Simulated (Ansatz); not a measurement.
# CH9BFN3Si: the cost of one run

Program: Ansatz 0.2.0. Level of theory: RKS PBE0-D4/STO-3G. These are calculated values, not measurements.

### 1 The structure to begin with

Bond lengths (14 of 15 bonds, heavy atoms first): N1–C2 1.473 Å, C2–N3 1.453 Å, C2–N4 1.510 Å, C2–Si5 1.897 Å, Si5–B6 1.964 Å, B6–F7 1.430 Å, N1–H8 0.995 Å, N1–H9 1.123 Å, N3–H10 1.045 Å, N3–H11 1.015 Å, N4–H12 1.026 Å, N4–H13 1.000 Å, Si5–H14 1.451 Å, Si5–H15 1.452 Å. Angles (14 of 24 angles, heavy atoms first): N1–C2–N3 107.1°, N1–C2–N4 110.9°, N1–C2–Si5 111.3°, N3–C2–N4 108.3°, N3–C2–Si5 108.5°, N4–C2–Si5 110.5°, C2–Si5–B6 110.1°, Si5–B6–F7 119.7°, C2–N1–H8 109.5°, C2–N1–H9 105.8°, C2–N3–H10 109.6°, C2–N3–H11 110.5°, C2–N4–H12 109.3°, C2–N4–H13 108.3°.

As a file:

```xyz
16

N    -0.2992   -1.5140    0.8645
C     0.4556   -0.4913    0.1211
N     1.4343   -1.1909   -0.6933
N     1.1931    0.4263    1.0666
Si   -0.6798    0.5072   -1.0250
B    -1.9593    1.5521    0.0372
F    -1.9503    2.9796   -0.0481
H     0.3279   -2.0553    1.4161
H    -0.9635   -0.9492    1.5715
H     2.0073   -0.4979   -1.2260
H     0.9734   -1.8351   -1.3275
H     1.7924   -0.1340    1.6835
H     1.6586    1.1264    0.5248
H    -1.4311   -0.3871   -1.8867
H     0.1255    1.4265   -1.8084
H    -2.7077    1.0140    0.7741
```

### 2 Relaxing end A

Contents of input.yaml:

```yaml
crystal:
  periodic: [false, false, false]
  atoms:
    - { symbol: "N", position_ang: [-0.2992, -1.514, 0.8645] }
    - { symbol: C, position_ang: [0.4556, -0.4913, 0.1211] }
    - { symbol: "N", position_ang: [1.4343, -1.1909, -0.6933] }
    - { symbol: "N", position_ang: [1.1931, 0.4263, 1.0666] }
    - { symbol: Si, position_ang: [-0.6798, 0.5072, -1.025] }
    - { symbol: B, position_ang: [-1.9593, 1.5521, 0.0372] }
    - { symbol: F, position_ang: [-1.9503, 2.9796, -0.0481] }
    - { symbol: H, position_ang: [0.3279, -2.0553, 1.4161] }
    - { symbol: H, position_ang: [-0.9635, -0.9492, 1.5715] }
    - { symbol: H, position_ang: [2.0073, -0.4979, -1.226] }
    - { symbol: H, position_ang: [0.9734, -1.8351, -1.3275] }
    - { symbol: H, position_ang: [1.7924, -0.134, 1.6835] }
    - { symbol: H, position_ang: [1.6586, 1.1264, 0.5248] }
    - { symbol: H, position_ang: [-1.4311, -0.3871, -1.8867] }
    - { symbol: H, position_ang: [0.1255, 1.4265, -1.8084] }
    - { symbol: H, position_ang: [-2.7077, 1.014, 0.7741] }
basis:
  gaussian: { orbitals: STO-3G }
hamiltonian:
  xc: pbe0
  dispersion: d4
relax:
  f_tol: 0.015
  max_steps: 40
```

Command:

```sh
> ansatz run input.yaml --threads 1 --pin off --max-ram 2048MiB --backend cpu --events-out ev --progress --plain --runs-dir out
```

**Question.** How long does this run take on 1 thread of Intel Xeon 6975P-C (Granite Rapids), shared host, and how much memory does it need?

About 42 s, with a peak of 0.2 GiB.
